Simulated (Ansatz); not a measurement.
# AlFH2Se, SMILES [F][AlH][SeH]: energies of removing a hydrogen

With Ansatz's Python interface.

The cells in order, each with its output:

**Cell 1**
```python
import ansatz as az
```

**Cell 2**
```python
BASIS_SET = "def2-TZVP"
FUNCTIONAL = "hf"
```

**Cell 3**
```python
def energy(molecule, charge=0, unpaired=0):
    calc = molecule.calculation().basis(gaussian=BASIS_SET).functional(FUNCTIONAL)
    if charge:
        calc = calc.charge(charge)
    if unpaired:
        calc = calc.spin("collinear", total=unpaired)
    report = calc.run(threads=1, backend="cpu").report
    if report["published_state_doubts"]:
        print("  doubts:", report["published_state_doubts"])
    return report["free_energy_ev"]
```

**Cell 4**
```python
def without(molecule, index):
    rest = az.Crystal.molecule()
    for i, site in enumerate(molecule.cartesian_sites):
        if i != index:
            rest = rest.atom(site.symbol, site.position_ang)
    return rest

geometry_ang = [
    ("F", [-1.5598, -0.4048, 1.4411]),
    ("Al", [-0.2164, -0.5945, 0.314]),
    ("Se", [1.286, 1.2173, -0.0978]),
    ("H", [0.0767, -1.9854, -0.4181]),
    ("H", [0.4634, 1.6938, -1.2806]),
]
system = az.Crystal.molecule()
for symbol, xyz in geometry_ang:
    system = system.atom(symbol, xyz)
```

**Cell 5**
```python
whole = energy(system, 0)
hydrogen = energy(az.Crystal.molecule().atom("H", (0, 0, 0)), 0, 1)
print(f"E(molecule) = {whole:.5f} eV, E(H) = {hydrogen:.5f} eV")
for index in [3, 4]:
    radical = energy(without(system, index), 0, 1)
    print(f"H{index}: homolysis {23.060548 * (radical + hydrogen - whole):.1f} kcal/mol")
    anion = energy(without(system, index), -1)
    print(f"H{index}: loss of a proton {23.060548 * (anion - whole):.1f} kcal/mol")
```
Output:
```text
E(molecule) = -74627.75224 eV, E(H) = -13.60052 eV
H3: homolysis 64.7 kcal/mol
H3: loss of a proton 365.0 kcal/mol
H4: homolysis 52.0 kcal/mol
H4: loss of a proton 327.4 kcal/mol
```

Reading the output:
- These settings explore the input space; basis and method may be short of convergence.
- The geometry is a force-field or estimated start, not a minimum of this method, and the basis set is short of its limit. All parts are taken at fixed geometry, without zero-point energy.
- Hartree-Fock leaves correlation out, so bond, atomisation and ionisation energies come out well too low.
- The spin-orbit lowering of heavy atoms is left out.
- Anions want diffuse functions, which this basis lacks.
- Hardware and time: 9.5 s on 1 thread of AMD EPYC 9R45 (Zen 5) (shared host), peak memory 0.51 GiB.

(Lines on the test bed's own set-up are left out of the output.)
